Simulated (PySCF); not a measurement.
# GeH under other conditions

How does GeH answer to another spin, charge, distance or environment?

The runs use PySCF 2.14.0; method and basis as typed in the scripts.

1 further run of the same task is left out (it didn't finish).

### Step 1. The starting structure

GeH: 2 atoms, charge 0, spin multiplicity 2.

Bond lengths: Ge1–H2 1.702 Å.

### Step 2. The base run

input.py reads:

```python
from pyscf import gto, scf, mcscf

mol = gto.M(
    atom='Ge 0 0 0; H 0 0 1.702',
    basis='cc-pvdz',
    charge=0,
    spin=1,
    verbose=4,
)
mf = scf.ROHF(mol)
mf = mf.density_fit(auxbasis='def2-universal-jkfit')
mf.kernel()
mc = mcscf.CASCI(mf, 6, 7)
mc.kernel()
mc.analyze()
mf.dip_moment()
print('orbital energies (hartree):', mf.mo_energy[..., max(0, mol.nelec[1]-3):mol.nelec[0]+3].round(4))
```

Started as:

```bash
$ python input.py
```

Its log is not repeated here.

Base result: E(SCF) = -2075.856292 Eh, 8 cycles, E(CAS) − E(SCF) = -0.01413 Eh, μ = 0.32 D (of the SCF density).

The bond length is a typed value, not an optimised one.

### Step 3. Sextet

Variant 1 changes spin (2S): 1 → 5; active space: 7 electrons in 6 orbitals → 9 electrons in 8 orbitals.

input.py reads:

```python
from pyscf import gto, scf, mcscf

mol = gto.M(
    atom='Ge 0 0 0; H 0 0 1.702',
    basis='cc-pvdz',
    charge=0,
    spin=5,
    verbose=4,
)
mf = scf.ROHF(mol)
mf = mf.density_fit(auxbasis='def2-universal-jkfit')
mf.kernel()
mc = mcscf.CASCI(mf, 8, 9)
mc.kernel()
mc.analyze()
mf.dip_moment()
print('orbital energies (hartree):', mf.mo_energy[..., max(0, mol.nelec[1]-3):mol.nelec[0]+3].round(4))
```

Started as:

```bash
$ python input.py
```

### Step 4. Bond 1.583 Å

Variant 2 changes bond length: 1.702 Å → 1.583 Å.

input.py, as its differences from that of step 2:

```diff
@@ -3,3 +3,3 @@
 mol = gto.M(
-    atom='Ge 0 0 0; H 0 0 1.702',
+    atom='Ge 0 0 0; H 0 0 1.583',
     basis='cc-pvdz',
```

### Step 5. Bond 1.651 Å

Variant 3 changes bond length: 1.702 Å → 1.651 Å.

input.py, as its differences from that of step 2:

```diff
@@ -3,3 +3,3 @@
 mol = gto.M(
-    atom='Ge 0 0 0; H 0 0 1.702',
+    atom='Ge 0 0 0; H 0 0 1.651',
     basis='cc-pvdz',
```

### Step 6. Charge +1 (singlet)

Variant 4 changes charge: 0 → 1; spin (2S): 1 → 0; active space: 7 electrons in 6 orbitals → 2 electrons in 2 orbitals.

input.py, as its differences from that of step 2:

```diff
@@ -5,4 +5,4 @@
     basis='cc-pvdz',
-    charge=0,
-    spin=1,
+    charge=1,
+    spin=0,
     verbose=4,
@@ -12,3 +12,3 @@
 mf.kernel()
-mc = mcscf.CASCI(mf, 6, 7)
+mc = mcscf.CASCI(mf, 2, 2)
 mc.kernel()
```

### Step 7. Bond 0.1 Å

Variant 5 changes bond length: 1.702 Å → 0.1 Å.

input.py, as its differences from that of step 2:

```diff
@@ -3,3 +3,3 @@
 mol = gto.M(
-    atom='Ge 0 0 0; H 0 0 1.702',
+    atom='Ge 0 0 0; H 0 0 0.1',
     basis='cc-pvdz',
```

### Step 8. Electric field 0.01 a.u.

Variant 6 changes electric field: none → 0.01 a.u.

input.py, as its differences from that of step 2:

```diff
@@ -11,2 +11,7 @@
 mf = mf.density_fit(auxbasis='def2-universal-jkfit')
+field = 0.01  # electric field along z, atomic units
+h = mf.get_hcore() + field*mol.intor('int1e_r')[2]
+mf.get_hcore = lambda *args: h
+e_nuc = mol.energy_nuc() - field*mol.atom_charges() @ mol.atom_coords()[:, 2]
+mf.energy_nuc = lambda *args: e_nuc
 mf.kernel()
```

Q: Predict the outcome of this session. Wanted: for each run, E(SCF); from base; SCF dipole; after the SCF.

The runs gave:

| run | E(SCF) (hartree) | from base (eV) | cycles | SCF dipole (D) | after the SCF |
| --- | --- | --- | --- | --- | --- |
| base | -2075.856292 | 0 | 8 | 0.32 | CASCI correlation -0.384 eV |
| sextet | -2075.536068 | +8.7138 | 8 | 1.30 | CASCI correlation -0.001 eV |
| bond 1.583 Å | -2075.859094 | -0.0762 | 7 | 0.08 | CASCI correlation -0.341 eV |
| bond 1.651 Å | -2075.858235 | -0.0529 | 7 | 0.14 | CASCI correlation -0.364 eV |
| charge +1 (singlet) | -2075.590759 | +7.2255 | 7 | n/a | CASCI correlation -0.048 eV |
| bond 0.1 Å (poor choice) | -1989.431427 | +2351.7404 | 8 | 0.82 | CASCI correlation -1.796 eV |
| electric field 0.01 a.u. | -2075.856936 | -0.0175 | 7 | 0.64 | CASCI correlation -0.387 eV |

The largest comparable shift of the SCF energy, +2351.740 eV, comes with the run “bond 0.1 Å”. The sextet solution found lies 8.71 eV above the base doublet at this geometry and level. At the SCF level, going to the singlet with one electron fewer costs 7.23 eV at fixed geometry. Rows marked «poor choice» come from settings spoiled on purpose.
